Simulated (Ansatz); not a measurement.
# ClH₃NOSi radical: a ladder of functionals and wavefunction methods

An exercise on one series of results from a longer session: the logs are not shown, and one member is left open.

Program: Ansatz 0.2.0, Gaussian basis. Level of theory: functionals in def2-TZVPP, the program's frozen cores in correlated methods. These are calculated values, not measurements.

The runs, in order: LDA (SPW92), PBE-D4, revPBE-D4, BLYP-D4, r2SCAN-D4, B97M-V, PBE0-D4, B3LYP-D4, r2SCANh-D4, r2SCAN0-D4, HSE06-D4, BHLYP-D4, CAM-B3LYP-D4, LC-ωPBE, ωB97X-V, ωB97M-V, B2PLYP, PBE-QIDH; CCSD(T)/def2-SVP; CCSD(T)/def2-TZVPP; MP2/def2-QZVPP; extrapolation to the limit; RPA on PBE.

## The relaxed structure

The geometry comes from an earlier relaxation with PBE0-D4 in a triple-zeta def2 set; it is a stationary point, not always the lowest conformer.

SMILES `N[Si](O)Cl`, 7 atoms, charge 0, spin multiplicity 2.

Atoms are counted from 1 here; the program's logs count them from 0.

Bond lengths: N1–Si2 1.702 Å, N1–H5 1.007 Å, N1–H6 1.008 Å, Si2–O3 1.644 Å, Si2–Cl4 2.075 Å, O3–H7 0.959 Å. Angles: Si2–N1–H5 120.6°, Si2–N1–H6 120.0°, H5–N1–H6 112.6°, N1–Si2–O3 104.8°, N1–Si2–Cl4 106.6°, O3–Si2–Cl4 113.4°, Si2–O3–H7 116.2°.

Set-up of the first run:

in.yaml reads:

```yaml
crystal:
  periodic: [false, false, false]
  atoms:
    - {symbol: N, position_ang: [-0.447466, 1.069777, 0.302650]}
    - {symbol: Si, position_ang: [0.431300, -0.174723, -0.456054]}
    - {symbol: O, position_ang: [0.600644, -1.333256, 0.697375]}
    - {symbol: Cl, position_ang: [-0.699560, -0.791500, -2.082633]}
    - {symbol: H, position_ang: [-0.895866, 1.786742, -0.243488]}
    - {symbol: H, position_ang: [-0.176115, 1.392687, 1.217838]}
    - {symbol: H, position_ang: [1.248363, -2.017726, 0.518612]}
basis:
  gaussian: {orbitals: def2-TZVPP}
magnetization: {spin_polarized: true, initial_magnetization: 1}
hamiltonian: {xc: lda}
output: {orbitals: {seedname: orbitals}}
```

Among the steps run: LDA; PBE-D4 (GGA); revPBE-D4 (GGA); BLYP-D4 (GGA); r2SCAN-D4 (meta-GGA); B97M-V (meta-GGA); PBE0-D4 (hybrid); B3LYP-D4 (hybrid); r2SCANh-D4 (hybrid); r2SCAN0-D4 (hybrid); HSE06-D4 (hybrid); BHLYP-D4 (hybrid); CAM-B3LYP-D4 (range-separated); LC-ωPBE-D4 (range-separated; the results give it without D4); ωB97X-V (range-separated); ωB97M-V (range-separated); B2PLYP (double hybrid); PBE-QIDH (double hybrid).

One of the session's tables, all rows but one given; the rest of the session is left out.

It belongs to the step «Orbital energies across the functionals». 

| functional | HOMO (eV) | LUMO (eV) | gap (eV) |
| --- | --- | --- | --- |
| LDA (SPW92) | -4.53 | -3.38 | 1.15 |
| PBE-D4 | -4.53 | -2.93 | 1.60 |
| revPBE-D4 | -4.49 | -2.77 | 1.72 |
| BLYP-D4 | -4.35 | -2.99 | 1.36 |
| r2SCAN-D4 | -4.90 | -2.42 | 2.48 |
| B97M-V | -4.59 | -2.97 | 1.62 |
| PBE0-D4 | -5.77 | -2.02 | 3.74 |
| B3LYP-D4 | -5.50 | -2.46 | 3.04 |
| r2SCANh-D4 | -5.35 | -2.12 | 3.23 |
| r2SCAN0-D4 | -6.04 | -1.69 | 4.35 |
| HSE06-D4 | -5.36 | -2.40 | 2.96 |
| BHLYP-D4 | -6.86 | -1.27 | 5.59 |
| CAM-B3LYP-D4 | -7.04 | -1.19 | 5.85 |
| LC-ωPBE | ? | ? | ? |
| ωB97X-V | -7.94 | -0.30 | 7.64 |
| ωB97M-V | -7.55 | -0.47 | 7.09 |

Estimate the missing values for LC-ωPBE.

As computed: HOMO (eV): -8.45; LUMO (eV): 0.28; gap (eV): 8.73. In the column «HOMO (eV)» it is the lowest.
